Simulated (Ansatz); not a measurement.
Write a Python script for the Ansatz DFT code, driven from Python that makes a single point in a Gaussian basis of CH₆AlBSSi, SMILES [BH2][Al]1[CH2][SiH2][S]1. Use: B2GP-PLYP, def2-SVPD basis, multiplicity 1.

The script reads `ch6albssi.xyz`:
```text
11

B    -1.74820    2.22980   -0.14980
Al   -0.34600    0.80910   -0.21700
C    -0.12670   -1.03150    0.50670
Si    1.66140   -1.33490   -0.19070
S     1.73800    0.54610   -1.16820
H    -2.79900    2.10390    0.43340
H    -1.59920    3.29990   -0.72270
H    -0.03440   -1.02150    1.62300
H    -0.83730   -1.72920    0.15870
H     2.60170   -1.48750    0.89320
H     1.55500   -2.44100   -1.14600
```

`energy_ch6albssi.py`:
```python
import warnings

import ansatz as az

SETTINGS = {
    "basis_set": "def2-SVPD",
}


def main() -> None:
    warnings.simplefilter("ignore", az.DeckWarning)

    system = az.Crystal.molecule_from_extxyz("ch6albssi.xyz")

    job = system.calculation()
    job = job.basis(gaussian=SETTINGS["basis_set"])
    job = job.functional(az.LibraryFunctional("B2GP-PLYP"))
    trace = []
    result = job.session().plan().execute(on_event=trace.append)
    summary = result.report
    for event in trace:
        if event["event"] == "mean_field_evaluation" and event["data"]["evaluation"] <= 25:
            print("pass {evaluation:3d}  E = {energy_ev:.6f} eV  gradient {gradient_ev:.1e}".format(**event["data"]))

    for key in ("converged", "free_energy_ev", "reference_energy_ev", "n_frozen", "n_occupied", "n_virtual"):
        print(f"{key:22s} {summary[key]}")


if __name__ == "__main__":
    main()
```

```console
$ python energy_ch6albssi.py
pass   1  E = -27085.600459 eV  gradient 3.7e+01
pass   2  E = -27085.664602 eV  gradient 3.7e+01
pass   3  E = -27087.249116 eV  gradient 2.8e+01
pass   4  E = -27089.377167 eV  gradient 2.8e+00
pass   5  E = -27089.401363 eV  gradient 1.3e+00
pass   6  E = -27089.407092 eV  gradient 1.6e-01
pass   7  E = -27089.408619 eV  gradient 1.5e-01
pass   8  E = -27089.408738 eV  gradient 4.2e-02
pass   9  E = -27089.408748 eV  gradient 1.2e-02
pass  10  E = -27089.408749 eV  gradient 2.9e-03
pass  11  E = -27089.408749 eV  gradient 2.9e-03
pass  12  E = -27089.408749 eV  gradient 7.9e-04
pass  13  E = -27089.408749 eV  gradient 1.9e-04
pass  14  E = -27089.408749 eV  gradient 1.9e-04
pass  15  E = -27089.408749 eV  gradient 7.5e-05
pass  16  E = -27089.408749 eV  gradient 2.1e-05
pass  17  E = -27089.408749 eV  gradient 2.1e-05
pass  18  E = -27089.408749 eV  gradient 7.4e-06
pass  19  E = -27089.408749 eV  gradient 7.4e-06
converged              True
free_energy_ev         -27095.459327198158
reference_energy_ev    -27089.40890680203
n_frozen               17
n_occupied             [13, 13]
n_virtual              [133, 133]
```

Notes:
- Total energies depend on the basis set; only differences at equal settings carry meaning.
- The geometry is a force-field or estimated start, not a minimum of this method, and the basis set is short of its limit.
- For a double hybrid the total adds scaled second-order correlation to the self-consistent reference.
- Early passes use coarser integrals and grids, so their energies can't be compared with the last.
- Run time: 7.1 s on 1 thread of AMD EPYC 9R45 96-Core Processor (Zen 5), with other jobs on the host, peak memory 0.48 GiB.

(Lines on the test bed's own set-up are left out of the output.)
